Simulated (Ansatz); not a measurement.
# ZrSiO (P4/nmm) in Ansatz: equation of state

How stiff is ZrSiO in PBE, and what volume does it want? The cell is scaled to several volumes.

Everything below comes from runs of Ansatz 0.2.0. Logs are shortened: lines on timing, memory, paths and dates and some standing lists are left out, and cuts for length are marked.

### Step 1. The structure

Symmetry: P4/nmm, No. 129, tetragonal system. Conventional cell: a = 3.320 Å, b = 3.320 Å, c = 7.352 Å, α = 90.00°, β = 90.00°, γ = 90.00°. Zr (site symmetry 4mm) is surrounded by 5 O at 2.23 to 2.42 Å. Si (site symmetry -4m2) has 4 Si at 2.35 Å as nearest neighbours. O (site symmetry 4mm) has 5 Zr at 2.23 to 2.42 Å as nearest neighbours.

The cell comes from a database or a generator and needn't be the stable form of this composition.

### Step 2. Single point, PBE, 12.70 Å³/atom (volume scaled by 0.94)

The input, input.yaml:

```yaml
crystal:
  lattice:
    - [3.2522160851, 0.0, 0.0]
    - [0.0, 3.2522160851, 0.0]
    - [0.0, 0.0, 7.2017652354]
  atoms:
    - { symbol: Zr, position: [0.5, 0.0, 0.30841] }
    - { symbol: Zr, position: [0.0, 0.5, 0.69159] }
    - { symbol: Si, position: [0.0, 0.0, 0.0] }
    - { symbol: Si, position: [0.5, 0.5, 0.0] }
    - { symbol: O, position: [0.5, 0.0, 0.611294] }
    - { symbol: O, position: [0.0, 0.5, 0.388706] }
hamiltonian:
  xc: pbe
  pseudopotentials: { kind: paw }
kpoints:
  mp_grid: { grid: [8, 8, 4] }
scf:
  occupations: { method: fermi_dirac, width: 0.05 }
output:
  forces: true
  stress: true
  eigenvalues: true
  write_density: true
  write_potential: true
  elf: true
  volumetric_format: npy
```

Potentials or basis: Ansatz PAW.

Started as:

```sh
$ ansatz run input.yaml --threads 2 --pin off --max-ram 5120MiB --backend cpu --events-out ev --progress --plain --runs-dir out
```

The log of the run:

```text
Warning: RAYON_NUM_THREADS=2 ignored (pool sized by the plan → 2); use --threads N
Engine: ansatz 0.2.0, aarch64-unknown-linux-gnu
Pseudopotentials: kind: paw
Pseudopotential: Zr, paw, valence charge 12, recommended cutoff 420 eV (normal), Zr.paw.azcp
Pseudopotential: Si, paw, valence charge 4, recommended cutoff 420 eV (normal), Si.paw.azcp
Pseudopotential: O, paw, valence charge 6, recommended cutoff 420 eV (normal), O.paw.azcp
Functional definition: PBE
  parameter kappa = 0.804
  parameter beta = 0.06672455060314922
  exchange = pbe_x(kappa = kappa, mu = beta*pi^2/3)
  correlation = pbe_c(beta = beta)
Crystal: 6 atoms, lattice volume = 76.172 Å³
Basis set: ecut = 420 eV, 1497 PW (Γ), exchange–correlation on 48×48×100 points (8 copies of the dense FFT grid, shifted against one another)
Bands: 28, of which v1, the nominal top of the filled ones, is band 22 counted from 1 (21 counted from 0)
Symmetry: 16 space group operations
Space group: P4/nmm (ITA 129), of the structure as read, at distance tolerance 4.2e-5 Å
k-points: 45 of 256
Non-local potential: Zr, projectors of the file, l = 0: 3, l = 1: 2, l = 2: 2, l = 3: 2
Non-local potential: Si, projectors of the file, l = 0: 2, l = 1: 2, l = 2: 2
Non-local potential: O, projectors of the file, l = 0: 2, l = 1: 2, l = 2: 1
PAW form: soft (Blöchl's): semilocal exchange-correlation on the pseudo side does not see the compensation charge
PAW one-centre angular grid: Zr, 590 points (default); XC on 64 Gauss nodes
PAW one-centre angular grid: Si, 110 points (default); XC on 64 Gauss nodes
PAW one-centre angular grid: O, 110 points (default); XC on 64 Gauss nodes
Initial density: superposition of atomic densities (neutral atoms: chi_scale 0, normalization atom), corrected by the library's trained network
Initial wavefunctions: pseudopotential atomic-orbital guess
Functional: x = pbe(κ = 0.804, μ = 0.2195149727645171), c = pbe(β = 0.06672455060314922)
SCF iter   1: F=—  HF=-10779.800501 eV  |F-HF|=—  |Δ(HF+E_count)|=         —  Δρ=6.62e-3  dr2=5.22e-2  ethr=1.77e-3  ⟨swp⟩=5.5  Hψ=5782  notcnv=0
preconditioner: auto → none  [insulator: Δε(μ)=0.142 eV  Ē_g=9.558 eV  σ=0.050 eV  W_gap=0.57  n_scr=16 (ndim 8)  ℏωp=22.5 eV  f_vac=0.000  D(μ)=0.70/eV (n_scr^D=2)  ε∞_Penn≈6.5]
SCF iter   2: F=—  HF=-10779.792712 eV  |F-HF|=—  |Δ(HF+E_count)|=   7.79e-3  Δρ=2.40e-3  dr2=2.54e-3  ethr=1.19e-4  ⟨swp⟩=2.4  Hψ=2291  notcnv=0  defer=12
SCF iter   3: F=—  HF=-10779.793326 eV  |F-HF|=—  |Δ(HF+E_count)|=   6.13e-4  Δρ=1.19e-3  dr2=6.32e-4  ethr=5.76e-6  ⟨swp⟩=2.0  Hψ=1731  notcnv=0  defer=12
SCF iter   4: F=—  HF=-10779.793620 eV  |F-HF|=—  |Δ(HF+E_count)|=   2.94e-4  Δρ=2.97e-4  dr2=7.48e-5  ethr=1.44e-6  ⟨swp⟩=2.1  Hψ=2067  notcnv=0  defer=12
SCF iter   5: F=—  HF=-10779.793507 eV  |F-HF|=—  |Δ(HF+E_count)|=   1.13e-4  Δρ=5.74e-5  dr2=1.17e-6  ethr=1.70e-7  ⟨swp⟩=2.1  Hψ=1769  notcnv=0  defer=12
SCF iter   6: F=-10779.793508 eV  HF=-10779.793508 eV  |F-HF|=2.00e-8  |Δ(HF+E_count)|=   7.89e-7  Δρ=1.60e-5  dr2=7.24e-8  ethr=2.27e-10  ⟨swp⟩=10.1  Hψ=9244  notcnv=0
SCF 1 converged in 6 iterations: F = -10779.793508 eV  dr2 = 7.24e-8
SCF converged after 6 iterations
Free energy (F): -10779.793508 eV
Harris-Foulkes:  -10779.793508 eV  (|F-HF|=2.00e-8)
Internal energy: -10779.786697 eV  (E = F + TS)
E sigma→0 (E₀):  -10779.790102 eV
Entropy (-TS):   -0.006811 eV (-1.135 meV/atom)
Fermi energy:    15.257121 eV
--- Per-component energies (eV) ---
  E_band       = -77.252723
  E_kinetic    = 1112.176185
  E_local      = -2186.987091  (includes V_loc(G=0)·N_el)
  E_nonlocal   = 306.541530
  E_hartree    = 800.854743
  E_xc         = -589.773796
  E_vxc        = -675.085645  (∫ρ·V_xc dr)
  E_paw        = -7249.017988  (= ΣΔE_a)
  E_vpaw       = -235.613674  (= ΣTr[D̂ρ^β])
  E_aug_tail   = 0.004922  (compensation charges beyond the density's cutoff)
  E_ewald      = -2973.585203
  E_smearing   = -0.006811  (= −TS)
  E_closure    = -0.000000  (closes the sum)
  Σ components = -10779.793508   (vs F -10779.793508, Δ=0.00e0)
--- Forces (eV/Å), atoms counted from 1 ---
  atom   1  Zr     0.00000000     0.00000000     0.11592170
  atom   2  Zr     0.00000000     0.00000000    -0.11592170
  atom   3  Si     0.00000000     0.00000000     0.00000000
  atom   4  Si     0.00000000     0.00000000     0.00000000
  atom   5  O      0.00000000     0.00000000     0.17913693
  atom   6  O      0.00000000     0.00000000    -0.17913693
  max |Σ_I F_I| component: 0.00e0 eV/Å
--- Stress (GPa, compression-positive) ---
       10.278418       0.000000       0.000000
        0.000000      10.278418       0.000000
        0.000000       0.000000      10.950205
  P = ⅓ Tr σ = 10.5023 GPa (105.023 kbar)
--- Band table (eV; the first three rows and the last of 45) ---
  k-point 0: bands = ["-34.7378", "-34.7068", "-13.1715", "-12.7760", "-12.5884", "-12.5884", "-12.5266", "-12.5266", "-4.9884", "-4.5707", "1.8969", "8.3310", "8.3468", "9.4406", "9.4406", "10.8863", "10.8863", "12.0205", "12.3588", "12.5914", "12.5914", "12.9387", "15.1345", "16.3414", "16.5320", "16.5320", "17.4519", "17.4769"]
  k-point 1: bands = ["-34.7377", "-34.7069", "-13.1620", "-12.7872", "-12.5880", "-12.5880", "-12.5270", "-12.5270", "-4.9760", "-4.5710", "1.8271", "8.1779", "8.9576", "9.4454", "9.4454", "10.8845", "10.8845", "11.6208", "12.1216", "12.5859", "12.5859", "12.7736", "15.4287", "16.4548", "16.4926", "16.4926", "17.5050", "17.7254"]
  k-point 2: bands = ["-34.7375", "-34.7071", "-13.1518", "-12.7991", "-12.5876", "-12.5876", "-12.5274", "-12.5274", "-4.9634", "-4.5713", "1.7598", "8.1371", "9.4500", "9.4500", "10.1443", "10.2443", "10.8824", "10.8824", "12.3268", "12.5084", "12.5804", "12.5804", "15.9754", "16.2387", "16.4551", "16.4551", "17.5393", "17.8423"]
  k-point 44: bands = ["-34.6377", "-34.6377", "-13.0301", "-13.0301", "-12.9324", "-12.9324", "-12.8310", "-12.8310", "-4.6486", "-4.6486", "7.6785", "7.6785", "7.7734", "7.7734", "7.9681", "7.9681", "10.1747", "10.1747", "10.4832", "10.4832", "12.6251", "12.6251", "15.9194", "15.9194", "17.7247", "17.7247", "19.0591", "19.0591"]
```

Run time: 7.5 s. Hardware: 2 threads of Arm Neoverse N1, shared host; peak memory 0.39 GiB.

Results:

| Quantity | Value |
| --- | --- |
| Free energy | -10779.7935 eV |
| Pressure | 10.5 GPa |
| Largest force | 0.179 eV/Å |
| Band gap on the k mesh | none (metal or under the smearing width) |

Caveat: the pressure holds a Pulay correction of +0.3 GPa for the finite cutoff.

### Step 3. Single point, PBE, 12.97 Å³/atom (volume scaled by 0.96)

input.yaml: that of step 2 with these lines changed.

```diff
@@ -2,5 +2,5 @@
   lattice:
-    - [3.2522160851, 0.0, 0.0]
-    - [0.0, 3.2522160851, 0.0]
-    - [0.0, 0.0, 7.2017652354]
+    - [3.2751197699, 0.0, 0.0]
+    - [0.0, 3.2751197699, 0.0]
+    - [0.0, 0.0, 7.252483563]
   atoms:
```

Potentials or basis: Ansatz PAW.

Started as:

```sh
$ ansatz run input.yaml --threads 2 --pin off --max-ram 5120MiB --backend cpu --events-out ev --progress --plain --runs-dir out
```

It took 7.4 s on 2 threads of Arm Neoverse N1, shared host; peak memory 0.39 GiB.

Results (log left out):

- Free energy: -10779.8766 eV
- Pressure: 6.0 GPa
- Largest force: 0.124 eV/Å
- Band gap on the k mesh: none (metal or under the smearing width)

Caveat: the pressure holds a Pulay correction of +0.3 GPa for the finite cutoff.

### Step 4. Single point, PBE, 13.24 Å³/atom (volume scaled by 0.98)

input.yaml: that of step 3 with these lines changed.

```diff
@@ -2,5 +2,5 @@
   lattice:
-    - [3.2751197699, 0.0, 0.0]
-    - [0.0, 3.2751197699, 0.0]
-    - [0.0, 0.0, 7.252483563]
+    - [3.2977075165, 0.0, 0.0]
+    - [0.0, 3.2977075165, 0.0]
+    - [0.0, 0.0, 7.3025022717]
   atoms:
```

Started as:

```sh
$ ansatz run input.yaml --threads 2 --pin off --max-ram 5120MiB --backend cpu --events-out ev --progress --plain --runs-dir out
```

It took 7.1 s on 2 threads of Arm Neoverse N1, shared host; peak memory 0.39 GiB.

Results (log left out):

```
Free energy            : -10779.9167 eV
Pressure               : 2.0 GPa
Largest force          : 0.131 eV/Å
Band gap on the k mesh : none (metal or under the smearing width)
```

Caveat: the pressure holds a Pulay correction of +0.3 GPa for the finite cutoff.

### Step 5. Single point, PBE, 13.51 Å³/atom

input.yaml: that of step 4 with these lines changed.

```diff
@@ -2,5 +2,5 @@
   lattice:
-    - [3.2977075165, 0.0, 0.0]
-    - [0.0, 3.2977075165, 0.0]
-    - [0.0, 0.0, 7.3025022717]
+    - [3.31999, 0.0, 0.0]
+    - [0.0, 3.31999, 0.0]
+    - [0.0, 0.0, 7.351845]
   atoms:
```

Started as:

```sh
$ ansatz run input.yaml --threads 2 --pin off --max-ram 5120MiB --backend cpu --events-out ev --progress --plain --runs-dir out
```

Run time: 7.6 s. Hardware: 2 threads of Arm Neoverse N1, shared host; peak memory 0.39 GiB.

Results (log left out):

```yaml
Free_energy: -10779.9183 eV
Pressure: -1.6 GPa
Largest_force: 0.138 eV/Å
Band_gap_on_the_k_mesh: none (metal or under the smearing width)
```

Caveat: the pressure holds a Pulay correction of +0.3 GPa for the finite cutoff.

### Step 6. Single point, PBE, 13.78 Å³/atom (volume scaled by 1.02)

input.yaml: that of step 5 with these lines changed.

```diff
@@ -2,5 +2,5 @@
   lattice:
-    - [3.31999, 0.0, 0.0]
-    - [0.0, 3.31999, 0.0]
-    - [0.0, 0.0, 7.351845]
+    - [3.3419773295, 0.0, 0.0]
+    - [0.0, 3.3419773295, 0.0]
+    - [0.0, 0.0, 7.4005341342]
   atoms:
@@ -23,5 +23 @@
   eigenvalues: true
-  write_density: true
-  write_potential: true
-  elf: true
-  volumetric_format: npy
```

Potentials or basis: Ansatz PAW.

Started as:

```sh
$ ansatz run input.yaml --threads 2 --pin off --max-ram 5120MiB --backend cpu --events-out ev --progress --plain --runs-dir out
```

It took 5.8 s on 2 threads of Arm Neoverse N1, shared host; peak memory 0.39 GiB.

It converged, with:

```yaml
Free_energy: -10779.8849 eV
Pressure: -4.9 GPa
Largest_force: 0.151 eV/Å
Band_gap_on_the_k_mesh: none (metal or under the smearing width)
```

Caveat: the pressure holds a Pulay correction of +0.3 GPa for the finite cutoff.

### Step 7. Single point, PBE, 14.05 Å³/atom (volume scaled by 1.04)

input.yaml: that of step 6 with these lines changed.

```diff
@@ -2,5 +2,5 @@
   lattice:
-    - [3.3419773295, 0.0, 0.0]
-    - [0.0, 3.3419773295, 0.0]
-    - [0.0, 0.0, 7.4005341342]
+    - [3.3636790891, 0.0, 0.0]
+    - [0.0, 3.3636790891, 0.0]
+    - [0.0, 0.0, 7.4485908972]
   atoms:
```

Started as:

```sh
$ ansatz run input.yaml --threads 2 --pin off --max-ram 5120MiB --backend cpu --events-out ev --progress --plain --runs-dir out
```

Run time: 6.1 s. Hardware: 2 threads of Arm Neoverse N1, shared host; peak memory 0.39 GiB.

It converged, with:

```yaml
Free_energy: -10779.8202 eV
Pressure: -7.8 GPa
Largest_force: 0.218 eV/Å
Band_gap_on_the_k_mesh: none (metal or under the smearing width)
```

Caveat: the pressure holds a Pulay correction of +0.3 GPa for the finite cutoff.

### Step 8. Single point, PBE, 14.32 Å³/atom (volume scaled by 1.06)

input.yaml: that of step 7 with these lines changed.

```diff
@@ -2,5 +2,5 @@
   lattice:
-    - [3.3636790891, 0.0, 0.0]
-    - [0.0, 3.3636790891, 0.0]
-    - [0.0, 0.0, 7.4485908972]
+    - [3.3851043743, 0.0, 0.0]
+    - [0.0, 3.3851043743, 0.0]
+    - [0.0, 0.0, 7.4960354305]
   atoms:
```

Started as:

```sh
$ ansatz run input.yaml --threads 2 --pin off --max-ram 5120MiB --backend cpu --events-out ev --progress --plain --runs-dir out
```

Run time: 6.3 s. Hardware: 2 threads of Arm Neoverse N1, shared host; peak memory 0.4 GiB.

Results (log left out):

```
Free energy            : -10779.7276 eV
Pressure               : -10.5 GPa
Largest force          : 0.280 eV/Å
Band gap on the k mesh : none (metal or under the smearing width)
```

Caveat: the pressure holds a Pulay correction of +0.3 GPa for the finite cutoff.

### Step 9. Equation of state, PBE

Potentials or basis: Ansatz PAW.

No new run: the results of the series are fitted here.

Results:

```
Equilibrium volume                        : 13.38 Å³/atom
Bulk modulus at fixed shape and positions : 179 GPa
Pressure derivative of the bulk modulus   : 4.3
```

Energy against volume, from the lowest point:
```tsv
volume (Å³/atom)	energy (meV/atom)
12.695	20.79
12.966	6.94
13.236	0.26
13.506	0.00
13.776	5.56
14.046	16.34
14.316	31.78
```

Caveat: the cell was scaled at fixed shape and fractional positions, which overstates the stiffness of a crystal with free parameters, most of all of layers and chains.
